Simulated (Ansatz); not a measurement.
CH6AlFGe, SMILES [CH3][Al]([F])[GeH3], a geometry optimisation

Run with the Ansatz DFT code, driven from Python.

The script, `run_opt.py`:
```python
# -*- coding: utf-8 -*-
"""Geometry optimisation of CH6AlFGe."""

import itertools

import ansatz
from ase import Atoms
from ase.data import atomic_numbers, covalent_radii
import numpy as np

params = {
    "basis": "def2-SVP",
    "xc": "pbe0",
}

atoms = Atoms(["C", "Al", "F", "Ge", "H", "H", "H", "H", "H", "H"], positions=[
    (0.0714, 1.4021, -1.249),
    (0.823, 0.2001, 0.0683),
    (2.5403, 0.3367, 0.4739),
    (-0.4859, -1.4899, 1.1268),
    (0.5428, 1.324, -2.2527),
    (0.1338, 2.5073, -0.9053),
    (-1.027, 1.2118, -1.3791),
    (0.0472, -2.8883, 0.7983),
    (-0.5559, -1.2667, 2.7074),
    (-2.0066, -1.3882, 0.6143),
])
ch6alfge = ansatz.Crystal.molecule_from_ase(atoms)

calc = (
    ch6alfge.calculation()
    .basis(gaussian=params["basis"])
    .functional(params["xc"])
)
symbols = [site.symbol for site in ch6alfge.cartesian_sites]
start = np.array([site.position_ang for site in ch6alfge.cartesian_sites], dtype=float)
summary = calc.relax(force_tolerance=0.01, max_steps=100).run().report
end = np.array(summary["positions_ang"])

print(f"E = {summary['free_energy_ev']:.6f} eV = {summary['free_energy_ev'] / 27.211386246:.7f} Ha")
print("converged:", summary["converged"], " doubts:", summary["published_state_doubts"] or "none")

# pairs closer than 1.2 times the sum of covalent radii, before or after
radius = [covalent_radii[atomic_numbers[s]] for s in symbols]
span = lambda where, i, j: np.linalg.norm(where[i] - where[j])
bonded = [(i, j) for i, j in itertools.combinations(range(len(symbols)), 2) if min(span(start, i, j), span(end, i, j)) < 1.2 * (radius[i] + radius[j])]
print("pair        before    after (A)")
for i, j in bonded:
    print(f"{symbols[i]}{i}-{symbols[j]}{j}".ljust(10), f"{span(start, i, j):8.4f} {span(end, i, j):8.4f}")

charges = summary["charge_distribution"]
print("dipole moment", round(4.803205 * float(np.linalg.norm(charges["dipole_moment_e_ang"])), 3), "D")
print("Mulliken:", [(s, round(q, 3)) for s, q in zip(symbols, charges["mulliken_charges_e"])])
```

Running `python run_opt.py` prints:
```text
E = -66942.758158 eV = -2460.1009869 Ha
converged: True  doubts: none
pair        before    after (A)
C0-Al1       1.9352   1.9446
C0-H4        1.1116   1.1033
C0-H5        1.1591   1.1034
C0-H6        1.1223   1.1009
Al1-F2       1.7698   1.6747
Al1-Ge3      2.3853   2.4701
Ge3-H7       1.5322   1.5435
Ge3-H8       1.5978   1.5434
Ge3-H9       1.6080   1.5439
dipole moment 1.774 D
Mulliken: [('C', -0.461), ('Al', 0.849), ('F', -0.401), ('Ge', -0.101), ('H', 0.083), ('H', 0.083), ('H', 0.08), ('H', -0.041), ('H', -0.041), ('H', -0.051)]
```

Total energies depend on the basis set; only differences at equal settings carry meaning. The end point is the stationary point reached from this start; no frequency run checks that it is a minimum, and the basis set is modest. Hardware and time: 62 s on 1 thread of Arm Neoverse V1, with other jobs on the host, peak memory 0.32 GiB.

(A comment or docstring line of the script was reworded after the run, the code is as it ran; lines on the test bed's own set-up are left out of the output.)
